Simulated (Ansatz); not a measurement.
# S8: the cost of one run

All numbers are computed with Ansatz 0.2.0 through its Python package. Level of theory: CAM-B3LYP/def2-SVP.

### Step 1. The system

Bond lengths: S1–S2 2.060 Å, S2–S3 2.051 Å, S3–S4 2.052 Å, S4–S5 2.051 Å, S5–S6 2.051 Å, S6–S7 2.051 Å, S7–S8 2.060 Å. Angles: S1–S2–S3 105.2°, S2–S3–S4 105.8°, S3–S4–S5 106.2°, S4–S5–S6 105.5°, S5–S6–S7 105.5°, S6–S7–S8 105.1°.

s8.xyz, read by the script:

```xyz
8

S     1.79240    1.61510   -1.78670
S     2.91610   -0.00410   -1.18730
S     1.55770   -1.37690   -0.49640
S     1.34160   -0.99050    1.50700
S    -0.06150    0.49860    1.65440
S    -1.87830   -0.44930    1.56580
S    -2.35400   -0.53540   -0.42780
S    -3.31410    1.24270   -0.82880
```

### Step 2. The script

File s8_freq.py:

```python
'''Vibrations and zero-point energy of S8(2-).'''

import ansatz as az
from ase import Atoms
from ase.thermochemistry import IdealGasThermo
import numpy as np

mol = az.Crystal.molecule_from_extxyz('s8.xyz')

base = (
    mol.calculation()
    .basis(gaussian='def2-SVP')
    .functional('cam_b3lyp')
    .charge(-2)
)
symbols = [site.symbol for site in mol.cartesian_sites]
start = np.array([site.position_ang for site in mol.cartesian_sites], dtype=float)
rep = base.relax(force_tolerance=0.003).run().report
end = np.array(rep['positions_ang'])

print('final positions (A) and the move of each atom')
for symbol, xyz, old in zip(symbols, end, start):
    print(f'{symbol:2s} {xyz[0]:10.5f} {xyz[1]:10.5f} {xyz[2]:10.5f}   {np.linalg.norm(xyz - old):7.4f}')

# same settings at the minimum
minimum = az.Crystal.molecule()
for symbol, place in zip(symbols, end):
    minimum = minimum.atom(symbol, place.tolist())
vibrating = (
    minimum.calculation()
    .basis(gaussian='def2-SVP')
    .functional('cam_b3lyp')
    .charge(-2)
    .phonons(temperatures=(298.15, 498.15, 100))
)
vib = vibrating.run().report['vibrations']
sums = vib['harmonic_sums']
modes = [m['omega_inv_cm'] for m in sums['modes_at_gamma'] if m['rigid_motion'] == 'no']
print('frequencies (1/cm):', ' '.join(f'{w:.0f}' for w in modes))
print('imaginary modes:', sum(w < 0 for w in modes), ' zero-point energy:', round(sums['zero_point_energy_ev'], 4), 'eV')
# rigid rotor and ideal gas, symmetry number taken as one
gas = IdealGasThermo(vib_energies=[w / 8065.544 for w in modes if w > 0], geometry='linear' if len(modes) == 3 * len(symbols) - 5 else 'nonlinear',
                     atoms=Atoms(symbols, positions=end), symmetrynumber=1, spin=0.0)
print(f'H(298 K) - E = {gas.get_enthalpy(298.15, verbose=False):.4f} eV')
print(f'S(298 K, 1 bar) = {96485.33 * gas.get_entropy(298.15, 1e5, verbose=False):.1f} J/(mol K) with symmetry number 1')
```

### Step 3. The calls as engine input

The engine receives this input (first run):

```yaml
crystal:
  periodic: [false, false, false]
  atoms:
    - { symbol: S, position_ang: [1.7924, 1.6151, -1.7867] }
    - { symbol: S, position_ang: [2.9161, -0.0041, -1.1873] }
    - { symbol: S, position_ang: [1.5577, -1.3769, -0.4964] }
    - { symbol: S, position_ang: [1.3416, -0.9905, 1.507] }
    - { symbol: S, position_ang: [-0.0615, 0.4986, 1.6544] }
    - { symbol: S, position_ang: [-1.8783, -0.4493, 1.5658] }
    - { symbol: S, position_ang: [-2.354, -0.5354, -0.4278] }
    - { symbol: S, position_ang: [-3.3141, 1.2427, -0.8288] }
basis:
  gaussian:
    orbitals: def2-SVP
hamiltonian:
  xc: cam_b3lyp
total_charge: -2.0
relax:
  f_tol: 0.003
```

### Step 4. The run

The run is started by

```sh
python s8_freq.py
```

What time and memory should one allow on 1 thread of Arm Neoverse V2, shared host?

About 15 min, with a peak of 0.79 GiB.
